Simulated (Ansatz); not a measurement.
# Mg2SO: the cost of one run

Program: Ansatz 0.2.0. Level of theory: DFT PBE, scalar-relativistic, plane waves, PAW. These are calculated values, not measurements.

1 further run of the same task is left out (set aside as unsound or not needed).

## 1. Starting point

It takes space group P6/mmm (No. 191, hexagonal). The conventional cell has a = 4.479 Å, b = 4.479 Å, c = 4.364 Å, α = 90.00°, β = 90.00°, γ = 120.00°. Mg (site symmetry -6m2) has 3 O at 2.59 Å and 3 Mg at 2.59 Å as nearest neighbours. Around S (site symmetry 6/mmm) lie 2 O at 2.18 Å. O (site symmetry 6/mmm) has 2 S at 2.18 Å and 6 Mg at 2.59 Å as nearest neighbours.

Coordinates:

```cif
data_structure
_symmetry_space_group_name_H-M 'P 1'
_symmetry_Int_Tables_number 1
_cell_length_a 4.4790
_cell_length_b 4.4790
_cell_length_c 4.3643
_cell_angle_alpha 90.000
_cell_angle_beta 90.000
_cell_angle_gamma 120.000
_cell_volume 75.83
loop_
_atom_site_label
_atom_site_type_symbol
_atom_site_fract_x
_atom_site_fract_y
_atom_site_fract_z
_atom_site_occupancy
Mg1 Mg 0.33333 0.66667 0.00000 1
Mg2 Mg 0.66667 0.33333 0.00000 1
S1 S 0.00000 0.00000 0.50000 1
O1 O 0.00000 0.00000 0.00000 1
```

It is the end of an earlier relaxation with the same method, from a generated guess; it needn't be the stable form of this composition. At a tolerance of 0.05 Å it has space group P6/mmm (No. 191); it has 18.96 Å³/atom, an uncorrected energy of +0.07 eV/atom over the elements.

## 2. Bands, states and charges

File input.yaml:

```yaml
crystal:
  lattice:
    - [4.4790464564, 0.0, 0.0]
    - [-2.2395232282, 3.878968016, 0.0]
    - [0.0, 0.0, 4.3642962992]
  atoms:
    - { symbol: Mg, position: [0.3333333333, 0.6666666667, 0.0] }
    - { symbol: Mg, position: [0.6666666667, 0.3333333333, 0.0] }
    - { symbol: S, position: [0.0, 0.0, 0.5] }
    - { symbol: O, position: [0.0, 0.0, 0.0] }
basis:
  ecutwfc: 420
kpoints:
  mp_grid: { grid: [12, 12, 10] }
  band_path:
    path:
      - [[0.0, 0.0, 0.0], [0.5, 0.0, 0.0], [0.33333333, 0.33333333, 0.0], [0.0, 0.0, 0.0], [0.0, 0.0, 0.5], [0.5, 0.0, 0.5], [0.33333333, 0.33333333, 0.5], [0.0, 0.0, 0.5]]
      - [[0.5, 0.0, 0.5], [0.5, 0.0, 0.0]]
      - [[0.33333333, 0.33333333, 0.5], [0.33333333, 0.33333333, 0.0]]
    npoints: 14
hamiltonian:
  xc: pbe
scf:
  occupations: { method: gaussian, width: 0.1 }
  n_extra_bands: 10
output:
  forces: true
  stress: true
  eigenvalues: true
  populations: true
  dos: { projected: true, de: 0.02, nscf_kmesh: { grid: [15, 15, 12] } }
  bader: true
```

On the command line:

```bash
> ansatz run input.yaml --threads 1 --pin off --max-ram 2048MiB --backend cpu --events-out ev --progress --plain --runs-dir out
```

Q: Estimate wall time and peak memory on 1 thread of Arm Neoverse V1, shared host.

About 54 s, with a peak of 0.48 GiB.
